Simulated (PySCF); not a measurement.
# PbF2: other functionals and bases at one geometry

An exercise on one series of results from a longer session: the logs are not shown, and one member is left open.

Program: PySCF 2.14.0. Level of theory: several levels, as the steps say, no spin–orbit coupling. These are calculated values, not measurements.

1 further run of the same task is left out (for a known fault of the program).

### Starting geometry

3 atoms, charge 0, spin multiplicity 1.

Bond lengths: Pb1–F2 2.052 Å, Pb1–F3 2.052 Å. Angles: F2–Pb1–F3 95.3°.

Geometry (Å):

```mol
F2Pb
  3D, bonds by distance, orders not assigned

  3  2  0  0  0  0  0  0  0  0999 V2000
    0.0000    0.0000   -0.4882 Pb  0  0
    1.5156   -0.0000    0.8945 F   0  0
   -1.5156    0.0000    0.8945 F   0  0
  1  2  8  0
  1  3  8  0
M  END
```

Formal oxidation states: Pb +2. An earlier session relaxed this geometry at PBE0, Pb def2-SVP with ECP60, F def2-SVP (singlet, point group C2v).

At PBE0 on the finer grid: E = -392.263965 Eh, HOMO -8.68 eV, LUMO -2.64 eV, Mulliken charge on Pb1 +0.96 e, largest force component 0.038 eV/Å. 

Levels to run: CAM-B3LYP; TPSS; PBE0, TZVP. Hardware: 2 threads of Arm Neoverse N1, shared host.

The first run:

File run.py (the lines that set the calculation):

```python
mol = gto.M(atom='''
Pb     0.00000     0.00000    -0.48817
F      1.51564     0.00000     0.89452
F     -1.51564     0.00000     0.89452''',
    basis={'Pb': 'def2-SVP', 'F': 'def2-SVP'},
    ecp={'Pb': 'def2-SVP'},
    charge=0, spin=0)
mf = dft.RKS(mol, xc='CAMB3LYP')
mf.grids.atom_grid = (75, 302)
mf = mf.density_fit()  # fitting sets: Pb def2-universal-JKFIT, F def2-universal-JKFIT
mf.conv_tol = 1e-08; mf.max_cycle = 55
mf.kernel(dm0)  # dm0: the density of the relaxed state
```

On the command line:

```console
$ OMP_NUM_THREADS=2 python run.py
```

Among the steps run: CAM-B3LYP; TPSS; PBE0, TZVP.

One table of the session follows, with a row left open; its other results are not shown here.

```
              level  HOMO (eV)  gap (eV)  charge on Pb1 (e)  dipole (D)  largest force component (eV/Å)
PBE0 (relaxed here)      -8.68      6.04               0.96        4.79                            0.04
          CAM-B3LYP          ?         ?                  ?           ?                               ?
               TPSS      -7.24      4.09               0.86        4.35                            0.43
         PBE0, TZVP      -9.05      6.21               1.04        5.10                            0.44
```

Estimate the missing values for CAM-B3LYP.

**Answer.** HOMO (eV): -9.98; gap (eV): 8.23; charge on Pb1 (e): 0.94; dipole (D): 4.79; largest force component (eV/Å): 0.25. In the column «HOMO (eV)» it is the lowest.

In one basis the HOMO–LUMO gap runs from 4.09 eV (TPSS) to 8.23 eV (CAM-B3LYP). The largest leftover force, 0.44 eV/Å with PBE0, TZVP, stands at a geometry relaxed at another level. Total energies of different levels can't be compared.
